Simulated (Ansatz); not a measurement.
**C3H9BO: a spread of methods and bases**

How do the results and run time of C3H9BO respond when the settings are drawn wide?

Program: Ansatz 0.2.0, Gaussian basis. Level of theory: the settings change from run to run. These are calculated values, not measurements.

## (1) The molecule

The structure was relaxed beforehand with PBE0-D4 in a triple-zeta def2 set.

SMILES `CC(C)BO`, 14 atoms, charge 0, spin multiplicity 1.

Atoms are counted from 1 here; the program's logs count them from 0.

Bond lengths: C1–C2 1.530 Å, C1–H6 1.093 Å, C1–H7 1.094 Å, C1–H8 1.094 Å, C2–C3 1.530 Å, C2–B4 1.574 Å, C2–H9 1.100 Å, C3–H10 1.094 Å, C3–H11 1.093 Å, C3–H12 1.094 Å, B4–O5 1.354 Å, B4–H13 1.203 Å, O5–H14 0.962 Å. Angles: C2–C1–H6 112.1°, C2–C1–H7 110.9°, C2–C1–H8 110.8°, H6–C1–H7 107.7°, H6–C1–H8 107.5°, H7–C1–H8 107.5°, C1–C2–C3 110.4°, C1–C2–B4 110.0°, C1–C2–H9 108.2°, C3–C2–B4 110.0°, C3–C2–H9 108.2°, B4–C2–H9 110.1°, C2–C3–H10 110.9°, C2–C3–H11 112.1°, C2–C3–H12 110.8°, H10–C3–H11 107.7°, H10–C3–H12 107.5°, H11–C3–H12 107.5° and more.

Coordinates:

```
C    -1.3835    0.5659    0.1703
C     0.1154    0.2591    0.1411
C     0.4636   -0.7981    1.1912
B     0.5323   -0.2472   -1.2895
O     1.4319    0.3810   -2.0824
H    -1.6569    1.3532   -0.5373
H    -1.6968    0.8913    1.1671
H    -1.9670   -0.3236   -0.0846
H     0.6600    1.1825    0.3892
H     0.1532   -0.4749    2.1897
H     1.5366   -1.0049    1.2277
H    -0.0469   -1.7415    0.9766
H     0.0496   -1.2473   -1.7511
H     1.7953    1.1753   -1.6793
```

## (2) B3LYP/def2-mTZVP

Options: unrestricted orbitals, a grid of angular degree 23, D3(BJ) with three-body dispersion.

in.yaml

```yaml
crystal:
  periodic: [false, false, false]
  atoms:
    - {symbol: C, position_ang: [-1.383478, 0.565916, 0.170291]}
    - {symbol: C, position_ang: [0.115393, 0.259103, 0.141124]}
    - {symbol: C, position_ang: [0.463649, -0.798051, 1.191218]}
    - {symbol: B, position_ang: [0.532325, -0.247217, -1.289530]}
    - {symbol: O, position_ang: [1.431850, 0.381024, -2.082366]}
    - {symbol: H, position_ang: [-1.656864, 1.353237, -0.537314]}
    - {symbol: H, position_ang: [-1.696838, 0.891322, 1.167143]}
    - {symbol: H, position_ang: [-1.966980, -0.323631, -0.084589]}
    - {symbol: H, position_ang: [0.660010, 1.182461, 0.389233]}
    - {symbol: H, position_ang: [0.153203, -0.474861, 2.189707]}
    - {symbol: H, position_ang: [1.536582, -1.004912, 1.227701]}
    - {symbol: H, position_ang: [-0.046882, -1.741470, 0.976612]}
    - {symbol: H, position_ang: [0.049649, -1.247280, -1.751063]}
    - {symbol: H, position_ang: [1.795280, 1.175260, -1.679265]}
basis:
  gaussian: {orbitals: def2-mTZVP, final_grid: {core_spheres: 8, valence_spheres: 7, degree: 23}}
magnetization: {spin_polarized: true, initial_magnetization: 0}
hamiltonian: {xc: {name: B3LYP}, dispersion: d3bjatm}
output: {forces: true}
```

The run is started by

```
> ansatz run in.yaml --threads 4 --pin off --events-out ev --progress --plain --max-ram 10444MiB
```

The log of the run, shortened:

```text
Functional definition: B3LYP
  name "B3LYP"
  cite "Stephens, Devlin, Chabalowski & Frisch, J. Phys. Chem. 98, 11623 (1994) doi:10.1021/j100096a001"
  cite "Becke, Phys. Rev. A 38, 3098 (1988) doi:10.1103/PhysRevA.38.3098"
  cite "Lee, Yang & Parr, Phys. Rev. B 37, 785 (1988) doi:10.1103/PhysRevB.37.785"
  cite "Vosko, Wilk & Nusair, Can. J. Phys. 58, 1200 (1980) doi:10.1139/p80-159"
[...]
1243 factors; integrals over basis functions are off by at most 1.0e-3 eV
[...]
mean field -5984.82906478 eV, -219.9384114680 hartree, gradient 5.5e-5 eV, S^2 0.000000; 0 other end points of the search recorded, 0 dependent functions left out
[...]
reference -5984.82929678 eV, -219.9384199936 hartree; 20, 20 occupied and 107, 107 virtual orbitals, 1243 factors
Total energy: -5985.27042212 eV, -219.9546310507 hartree
Atom 0 at    -1.383478     0.565916     0.170291 Å, force    -0.214700     0.051122     0.024420 eV/Å
Atom 1 at     0.115393     0.259103     0.141124 Å, force     0.128627     0.062992    -0.142515 eV/Å
Atom 2 at     0.463649    -0.798051     1.191218 Å, force     0.042944    -0.139221     0.168571 eV/Å
Atom 3 at     0.532325    -0.247217    -1.289530 Å, force    -0.196828    -0.260142    -0.004937 eV/Å
Atom 4 at     1.431850     0.381024    -2.082366 Å, force     0.018275    -0.139174    -0.213108 eV/Å
Atom 5 at    -1.656864     1.353237    -0.537314 Å, force    -0.004154    -0.016953     0.021598 eV/Å
Atom 6 at    -1.696838     0.891322     1.167143 Å, force     0.000351    -0.005732    -0.032862 eV/Å
Atom 7 at    -1.966980    -0.323631    -0.084589 Å, force     0.000844     0.040285     0.007819 eV/Å
Atom 8 at     0.660010     1.182461     0.389233 Å, force    -0.010417    -0.000255     0.018937 eV/Å
Atom 9 at     0.153203    -0.474861     2.189707 Å, force     0.015181    -0.016570    -0.024865 eV/Å
Atom 10 at     1.536582    -1.004912     1.227701 Å, force    -0.025806    -0.000735     0.009666 eV/Å
Atom 11 at    -0.046882    -1.741470     0.976612 Å, force     0.027338     0.020811     0.022454 eV/Å
Atom 12 at     0.049649    -1.247280    -1.751063 Å, force     0.061119     0.124646     0.059011 eV/Å
Atom 13 at     1.795280     1.175260    -1.679265 Å, force     0.157227     0.278926     0.085811 eV/Å
Dipole moment:     0.053605     0.263639     0.255506 e Å
```

Run time: 2 s. Hardware: 4 threads of Arm Neoverse V1, shared host; peak memory 0.32 GiB.

Largest force 0.331 eV/Å, dipole 1.78 D, ⟨S²⟩ 0.000.

## (3) r2SCAN/def2-SVPD

Options: rVV10 dispersion.

in.yaml: that of step 2 with these lines changed.

```diff
@@ -18,5 +18,4 @@
 basis:
-  gaussian: {orbitals: def2-mTZVP, final_grid: {core_spheres: 8, valence_spheres: 7, degree: 23}}
-magnetization: {spin_polarized: true, initial_magnetization: 0}
-hamiltonian: {xc: {name: B3LYP}, dispersion: d3bjatm}
+  gaussian: {orbitals: def2-SVPD}
+hamiltonian: {xc: {name: r2SCAN}, dispersion: rvv10}
 output: {forces: true}
```

Launched as before.

The log of the run, shortened:

```text
Functional definition: r2SCAN+rVV10
  name "r2SCAN+rVV10"
  cite "Furness, Kaplan, Ning, Perdew & Sun, J. Phys. Chem. Lett. 11, 8208 (2020) doi:10.1021/acs.jpclett.0c02405"
  cite "Furness, Kaplan, Ning, Perdew & Sun, J. Phys. Chem. Lett. 11, 9248 (2020) doi:10.1021/acs.jpclett.0c03077"
  cite "Vydrov & Van Voorhis, J. Chem. Phys. 133, 244103 (2010) doi:10.1063/1.3521275"
  cite "Sabatini, Gorni & de Gironcoli, Phys. Rev. B 87, 041108(R) (2013) doi:10.1103/PhysRevB.87.041108"
  cite "Ning et al., Phys. Rev. B 106, 075422 (2022) doi:10.1103/PhysRevB.106.075422"
  parent "r2scan"
[...]
1427 factors; their error is unknown
[...]
mean field -5973.25954158 eV, -219.5132393322 hartree, gradient 1.6e-5 eV, S^2 0.000000; 0 other end points of the search recorded, 0 dependent functions left out
[...]
Atom 4 at     1.431850     0.381024    -2.082366 Å, force     0.059785    -0.038317    -0.153480 eV/Å
Atom 5 at    -1.656864     1.353237    -0.537314 Å, force    -0.068822     0.184180    -0.162342 eV/Å
Atom 6 at    -1.696838     0.891322     1.167143 Å, force    -0.075332     0.073202     0.235529 eV/Å
Atom 7 at    -1.966980    -0.323631    -0.084589 Å, force    -0.138066    -0.209815    -0.051285 eV/Å
Atom 8 at     0.660010     1.182461     0.389233 Å, force     0.142200     0.230454     0.050948 eV/Å
Atom 9 at     0.153203    -0.474861     2.189707 Å, force    -0.076028     0.073693     0.235048 eV/Å
Atom 10 at     1.536582    -1.004912     1.227701 Å, force     0.249707    -0.050847     0.013767 eV/Å
Atom 11 at    -0.046882    -1.741470     0.976612 Å, force    -0.125700    -0.218830    -0.044459 eV/Å
Atom 12 at     0.049649    -1.247280    -1.751063 Å, force    -0.094033    -0.185231    -0.073930 eV/Å
Atom 13 at     1.795280     1.175260    -1.679265 Å, force     0.095178     0.179302     0.065031 eV/Å
Dipole moment:     0.049032     0.266770     0.267947 e Å
```

Run time: 5.5 s. Hardware: 4 threads of Arm Neoverse V1, shared host; peak memory 0.25 GiB.

Largest force 0.276 eV/Å, dipole 1.83 D.

## (4) B2GP-PLYP/def2-mTZVP

This run has the search for lower states set to light.

in.yaml: that of step 3 with these lines changed.

```diff
@@ -18,4 +18,4 @@
 basis:
-  gaussian: {orbitals: def2-SVPD}
-hamiltonian: {xc: {name: r2SCAN}, dispersion: rvv10}
-output: {forces: true}
+  gaussian: {orbitals: def2-mTZVP}
+hamiltonian: {xc: {name: B2GP-PLYP}}
+scf: {lower_state_search: light}
```

Same command.

The log of the run, shortened:

```text
Functional definition: B2GP-PLYP
  name "B2GP-PLYP"
  cite "Karton, Tarnopolsky, Lamère, Schatz & Martin, J. Phys. Chem. A 112, 12868 (2008) doi:10.1021/jp801805p"
  cite "Becke, Phys. Rev. A 38, 3098 (1988) doi:10.1103/PhysRevA.38.3098"
  cite "Lee, Yang & Parr, Phys. Rev. B 37, 785 (1988) doi:10.1103/PhysRevB.37.785"
[...]
1243 factors; integrals over basis functions are off by at most 1.0e-3 eV
[...]
mean field -5968.23065995 eV, -219.3284313411 hartree, gradient 3.5e-6 eV, S^2 0.000000; 0 other end points of the search recorded, 0 dependent functions left out
5 core orbitals not correlated: weight in the atoms' cores, before any rotation towards them, 1.000 or more for the frozen orbitals, at most 0.000 for the correlated occupied ones
reference -5968.23080158 eV, -219.3284365460 hartree; 15, 15 occupied and 107, 107 virtual orbitals, 1243 factors
second order -21.82955160 eV of doubles, -0.00000000 eV of singles
Total energy: -5976.08944016 eV, -219.6172361869 hartree
```

Run time: 2 s. Hardware: 4 threads of Arm Neoverse V1, shared host; peak memory 0.26 GiB.

## (5) wB97/def2-TZVPD

in.yaml: that of step 4 with these lines changed.

```diff
@@ -18,4 +18,3 @@
 basis:
-  gaussian: {orbitals: def2-mTZVP}
-hamiltonian: {xc: {name: B2GP-PLYP}}
-scf: {lower_state_search: light}
+  gaussian: {orbitals: def2-TZVPD}
+hamiltonian: {xc: {name: wB97}}
```

Launched as before.

The log of the run, shortened:

```text
Functional definition: wB97
  name "wB97"
  cite "Chai & Head-Gordon, J. Chem. Phys. 128, 084106 (2008) doi:10.1063/1.2834918"
  cite "Becke, J. Chem. Phys. 107, 8554 (1997) doi:10.1063/1.475007"
[...]
  # The coefficients of nought are those of the uniform gas.
[...]
      + integral(e_c_pw_opposite_spin*poly(b97_u_opposite, 1, cos1, cos2, cos3, cos4))
1330 factors; their error is unknown
713 factors; integrals over basis functions are off by at most 1.9e-5 eV
[...]
mean field -5983.86525471 eV, -219.9029921011 hartree, gradient 5.1e-5 eV, S^2 0.000000; 0 other end points of the search recorded, 0 dependent functions left out
reference -5983.86523894 eV, -219.9029915214 hartree; 20, 20 occupied and 249, 249 virtual orbitals, 1330 factors
Total energy: -5983.86523894 eV, -219.9029915214 hartree
```

It took 7.5 s on 4 threads of Arm Neoverse V1, shared host; peak memory 0.69 GiB.

## (6) B2GP-PLYP/cc-pVTZ-DK

in.yaml: that of step 5 with these lines changed.

```diff
@@ -18,3 +18,3 @@
 basis:
-  gaussian: {orbitals: def2-TZVPD}
-hamiltonian: {xc: {name: wB97}}
+  gaussian: {orbitals: cc-pVTZ-DK}
+hamiltonian: {xc: {name: B2GP-PLYP}}
```

The command is unchanged.

The log of the run, shortened:

```text
Functional definition: B2GP-PLYP
  name "B2GP-PLYP"
  cite "Karton, Tarnopolsky, Lamère, Schatz & Martin, J. Phys. Chem. A 112, 12868 (2008) doi:10.1021/jp801805p"
  cite "Becke, Phys. Rev. A 38, 3098 (1988) doi:10.1103/PhysRevA.38.3098"
  cite "Lee, Yang & Parr, Phys. Rev. B 37, 785 (1988) doi:10.1103/PhysRevB.37.785"
[...]
1565 factors; integrals over basis functions are off by at most 1.1e-3 eV
[...]
mean field -5971.52737425 eV, -219.4495833571 hartree, gradient 4.0e-6 eV, S^2 0.000000; 0 other end points of the search recorded, 0 dependent functions left out
5 core orbitals not correlated: weight in the atoms' cores, before any rotation towards them, 1.000 or more for the frozen orbitals, at most 0.000 for the correlated occupied ones
reference -5971.52750598 eV, -219.4495881980 hartree; 15, 15 occupied and 256, 256 virtual orbitals, 1565 factors
second order -27.30410188 eV of doubles, -0.00000000 eV of singles
Total energy: -5981.35698266 eV, -219.8108148033 hartree
Relativity: scalar
```

Run time: 6.5 s. Hardware: 4 threads of Arm Neoverse V1, shared host; peak memory 0.77 GiB.

## (7) r2SCANh/6-31G*

Options: charge +1, multiplicity 2.

in.yaml: that of step 6 with these lines changed.

```diff
@@ -18,3 +18,5 @@
 basis:
-  gaussian: {orbitals: cc-pVTZ-DK}
-hamiltonian: {xc: {name: B2GP-PLYP}}
+  gaussian: {orbitals: "6-31G*"}
+total_charge: 1
+magnetization: {spin_polarized: true, initial_magnetization: 1}
+hamiltonian: {xc: {name: r2SCANh}}
```

Same command.

The log of the run, shortened:

```text
Functional definition: r2SCANh
  name "r2SCANh"
  cite "Bursch, Neugebauer, Ehlert & Grimme, J. Chem. Phys. 156, 134105 (2022) doi:10.1063/5.0086040"
  cite "Furness, Kaplan, Ning, Perdew & Sun, J. Phys. Chem. Lett. 11, 8208 (2020) doi:10.1021/acs.jpclett.0c02405"
  cite "Furness, Kaplan, Ning, Perdew & Sun, J. Phys. Chem. Lett. 11, 9248 (2020) doi:10.1021/acs.jpclett.0c03077"
  parent r2scan
[...]
986 factors; integrals over basis functions are off by at most 7.1e-4 eV
[...]
mean field -5968.53559967 eV, -219.3396376690 hartree, gradient 2.2e-5 eV, S^2 0.753948; 2 other end points of the search recorded, 0 dependent functions left out
reference -5968.53560647 eV, -219.3396379191 hartree; 20, 19 occupied and 73, 74 virtual orbitals, 986 factors
Total energy: -5968.53560647 eV, -219.3396379191 hartree
```

It took 3.8 s on 4 threads of Arm Neoverse V1, shared host; peak memory 0.3 GiB.

⟨S²⟩ 0.754.

## (8) BLYP/cc-pVDZ

Options: unrestricted orbitals, a grid of angular degree 47, D3(BJ) dispersion.

in.yaml: that of step 7 with these lines changed.

```diff
@@ -18,5 +18,5 @@
 basis:
-  gaussian: {orbitals: "6-31G*"}
-total_charge: 1
-magnetization: {spin_polarized: true, initial_magnetization: 1}
-hamiltonian: {xc: {name: r2SCANh}}
+  gaussian: {orbitals: cc-pVDZ, final_grid: {core_spheres: 20, valence_spheres: 16, degree: 47}}
+magnetization: {spin_polarized: true, initial_magnetization: 0}
+hamiltonian: {xc: {name: BLYP}, dispersion: d3bj}
+output: {forces: true}
```

Launched as before.

The log of the run, shortened:

```text
Functional definition: BLYP
  name "BLYP"
  cite "Becke, Phys. Rev. A 38, 3098 (1988) doi:10.1103/PhysRevA.38.3098"
  cite "Lee, Yang & Parr, Phys. Rev. B 37, 785 (1988) doi:10.1103/PhysRevB.37.785"
[...]
1351 factors; their error is unknown
[...]
mean field -5979.53621626 eV, -219.7439028724 hartree, gradient 1.2e-5 eV, S^2 0.000000; 0 other end points of the search recorded, 0 dependent functions left out
[...]
reference -5979.53655700 eV, -219.7439153943 hartree; 20, 20 occupied and 95, 95 virtual orbitals, 1351 factors
Total energy: -5980.08033147 eV, -219.7638987376 hartree
Atom 0 at    -1.383478     0.565916     0.170291 Å, force     0.014744     0.026768     0.011786 eV/Å
Atom 1 at     0.115393     0.259103     0.141124 Å, force     0.068335    -0.094534    -0.243834 eV/Å
Atom 2 at     0.463649    -0.798051     1.191218 Å, force     0.012537     0.028476     0.012249 eV/Å
[...]
Atom 4 at     1.431850     0.381024    -2.082366 Å, force     0.106576    -0.481323    -0.831338 eV/Å
Atom 5 at    -1.656864     1.353237    -0.537314 Å, force    -0.151849     0.390833    -0.351349 eV/Å
Atom 6 at    -1.696838     0.891322     1.167143 Å, force    -0.192311     0.166515     0.498697 eV/Å
Atom 7 at    -1.966980    -0.323631    -0.084589 Å, force    -0.311188    -0.432687    -0.125086 eV/Å
Atom 8 at     0.660010     1.182461     0.389233 Å, force     0.272961     0.446736     0.103301 eV/Å
Atom 9 at     0.153203    -0.474861     2.189707 Å, force    -0.149319     0.134738     0.522357 eV/Å
Atom 10 at     1.536582    -1.004912     1.227701 Å, force     0.534208    -0.115591     0.027858 eV/Å
Atom 11 at    -0.046882    -1.741470     0.976612 Å, force    -0.245512    -0.481092    -0.088784 eV/Å
Atom 12 at     0.049649    -1.247280    -1.751063 Å, force    -0.103315    -0.273146    -0.174872 eV/Å
Atom 13 at     1.795280     1.175260    -1.679265 Å, force     0.312372     0.708044     0.378295 eV/Å
Dipole moment:     0.095120     0.284999     0.208646 e Å
```

It took 3.3 s on 4 threads of Arm Neoverse V1, shared host.

Largest force 0.967 eV/Å, dipole 1.76 D, ⟨S²⟩ 0.000.

## (9) r2SCAN50/6-31++G**

Set apart from the defaults: unrestricted orbitals.

in.yaml: that of step 8 with these lines changed.

```diff
@@ -18,5 +18,4 @@
 basis:
-  gaussian: {orbitals: cc-pVDZ, final_grid: {core_spheres: 20, valence_spheres: 16, degree: 47}}
+  gaussian: {orbitals: "6-31++G**"}
 magnetization: {spin_polarized: true, initial_magnetization: 0}
-hamiltonian: {xc: {name: BLYP}, dispersion: d3bj}
-output: {forces: true}
+hamiltonian: {xc: {name: r2SCAN50}}
```

The command is unchanged.

The log of the run, shortened:

```text
Functional definition: r2SCAN50
  name "r2SCAN50"
  cite "Bursch, Neugebauer, Ehlert & Grimme, J. Chem. Phys. 156, 134105 (2022) doi:10.1063/5.0086040"
  cite "Furness, Kaplan, Ning, Perdew & Sun, J. Phys. Chem. Lett. 11, 8208 (2020) doi:10.1021/acs.jpclett.0c02405"
  cite "Furness, Kaplan, Ning, Perdew & Sun, J. Phys. Chem. Lett. 11, 9248 (2020) doi:10.1021/acs.jpclett.0c03077"
  parent r2scan
[...]
1587 factors; their error is unknown
[...]
mean field -5978.53049122 eV, -219.7069431588 hartree, gradient 1.9e-5 eV, S^2 0.000000; 0 other end points of the search recorded, 0 dependent functions left out
reference -5978.53051824 eV, -219.7069441517 hartree; 20, 20 occupied and 129, 129 virtual orbitals, 1587 factors
Total energy: -5978.53051824 eV, -219.7069441517 hartree
```

Run time: 6 s. Hardware: 4 threads of Arm Neoverse V1, shared host; peak memory 0.54 GiB.

⟨S²⟩ 0.000.

## (10) B2GP-PLYP/ANO-RCC-VTZP

This run has charge +1, multiplicity 2, atoms shaken by 0.03 Å, finite nuclei.

in.yaml

```yaml
crystal:
  periodic: [false, false, false]
  atoms:
    - {symbol: C, position_ang: [-1.414697, 0.559104, 0.194250]}
    - {symbol: C, position_ang: [0.109573, 0.263390, 0.066553]}
    - {symbol: C, position_ang: [0.489326, -0.806288, 1.214571]}
    - {symbol: B, position_ang: [0.534611, -0.248611, -1.282285]}
    - {symbol: O, position_ang: [1.409083, 0.375847, -2.140443]}
    - {symbol: H, position_ang: [-1.674079, 1.339568, -0.500038]}
    - {symbol: H, position_ang: [-1.707029, 0.905469, 1.122401]}
    - {symbol: H, position_ang: [-1.944230, -0.360903, -0.118463]}
    - {symbol: H, position_ang: [0.654663, 1.172202, 0.420907]}
    - {symbol: H, position_ang: [0.101866, -0.427677, 2.175561]}
    - {symbol: H, position_ang: [1.530412, -1.018999, 1.206858]}
    - {symbol: H, position_ang: [-0.044924, -1.690909, 1.009457]}
    - {symbol: H, position_ang: [0.021261, -1.242260, -1.668266]}
    - {symbol: H, position_ang: [1.810492, 1.190294, -1.720724]}
basis:
  gaussian: {orbitals: ANO-RCC-VTZP, nuclear_model: gaussian}
total_charge: 1
magnetization: {spin_polarized: true, initial_magnetization: 1}
hamiltonian: {xc: {name: B2GP-PLYP}}
output: {forces: true}
```

The command is unchanged.

The log of the run, shortened:

```text
Functional definition: B2GP-PLYP
  name "B2GP-PLYP"
  cite "Karton, Tarnopolsky, Lamère, Schatz & Martin, J. Phys. Chem. A 112, 12868 (2008) doi:10.1021/jp801805p"
  cite "Becke, Phys. Rev. A 38, 3098 (1988) doi:10.1103/PhysRevA.38.3098"
  cite "Lee, Yang & Parr, Phys. Rev. B 37, 785 (1988) doi:10.1103/PhysRevB.37.785"
[...]
1565 factors; integrals over basis functions are off by at most 1.2e-3 eV
[...]
mean field -5960.86148201 eV, -219.0576190468 hartree, gradient 9.0e-6 eV, S^2 0.760408; 4 other end points of the search recorded, 0 dependent functions left out
5 core orbitals not correlated: weight in the atoms' cores, before any rotation towards them, 1.000 or more for the frozen orbitals, at most 0.000 for the correlated occupied ones
reference -5960.86161468 eV, -219.0576239223 hartree; 15, 14 occupied and 256, 257 virtual orbitals, 1565 factors
[...]
Atom 4 at     1.409083     0.375847    -2.140443 Å, force    -1.650166     0.431460     3.572871 eV/Å
Atom 5 at    -1.674079     1.339568    -0.500038 Å, force    -0.338545     0.372598    -0.328722 eV/Å
Atom 6 at    -1.707029     0.905469     1.122401 Å, force    -0.120764     0.560323     2.248295 eV/Å
Atom 7 at    -1.944230    -0.360903    -0.118463 Å, force    -0.029133     0.652447     0.510532 eV/Å
Atom 8 at     0.654663     1.172202     0.420907 Å, force    -0.114535    -0.295833    -1.275567 eV/Å
Atom 9 at     0.101866    -0.427677     2.175561 Å, force     0.347312     0.521858    -0.531661 eV/Å
Atom 10 at     1.530412    -1.018999     1.206858 Å, force     0.754664    -0.023215     0.338900 eV/Å
Atom 11 at    -0.044924    -1.690909     1.009457 Å, force    -0.502894    -1.185898    -0.140224 eV/Å
Atom 12 at     0.021261    -1.242260    -1.668266 Å, force    -0.479889    -0.493838     0.222376 eV/Å
Atom 13 at     1.810492     1.190294    -1.720724 Å, force     0.044124    -0.921530    -1.088496 eV/Å
Dipole moment:     0.082024     0.175253     0.214726 e Å
```

Run time: 81 s. Hardware: 4 threads of Arm Neoverse V1, shared host; peak memory 1.7 GiB.

Largest force 8.519 eV/Å, ⟨S²⟩ 0.760.

## (11) All runs side by side

```tsv
level	charge	multiplicity	geometry	functions	energy (eV)	time
B3LYP/def2-mTZVP	0	1	relaxed	127	-5985.270	2 s
r2SCAN/def2-SVPD	0	1	relaxed	175	-5973.260	5.5 s
B2GP-PLYP/def2-mTZVP	0	1	relaxed	127	-5976.089	2 s
wB97/def2-TZVPD	0	1	relaxed	269	-5983.865	7.5 s
B2GP-PLYP/cc-pVTZ-DK	0	1	relaxed	276	-5981.357	6.5 s
r2SCANh/6-31G*	1	2	relaxed	93	-5968.536	3.8 s
BLYP/cc-pVDZ	0	1	relaxed	115	-5980.080	3.3 s
r2SCAN50/6-31++G**	0	1	relaxed	149	-5978.531	6 s
B2GP-PLYP/ANO-RCC-VTZP	1	2	shaken	276	-5970.643	81 s
```

## (12) Results

```
                                         quantity                         value
                                             runs                             9
                                         quickest         B3LYP/def2-mTZVP, 2 s
                                          slowest  B2GP-PLYP/ANO-RCC-VTZP, 81 s
spread of total energies, same state and geometry                       12.0 eV
                  dipole, same state and geometry                1.76 to 1.83 D
```

B2GP-PLYP/ANO-RCC-VTZP took 40 times as long as B3LYP/def2-mTZVP. The jobs differ in tasks and options as well as level. Total energies at one charge and spin differ by 12 eV between levels, so only differences within one level mean anything. At the PBE0-D4/def2-TZVP geometry and in the same state, runs without warnings or point charges leave forces up to 0.97 eV/Å (BLYP/cc-pVDZ). At that geometry and state the dipole changes by 4 % between the lowest and highest value.
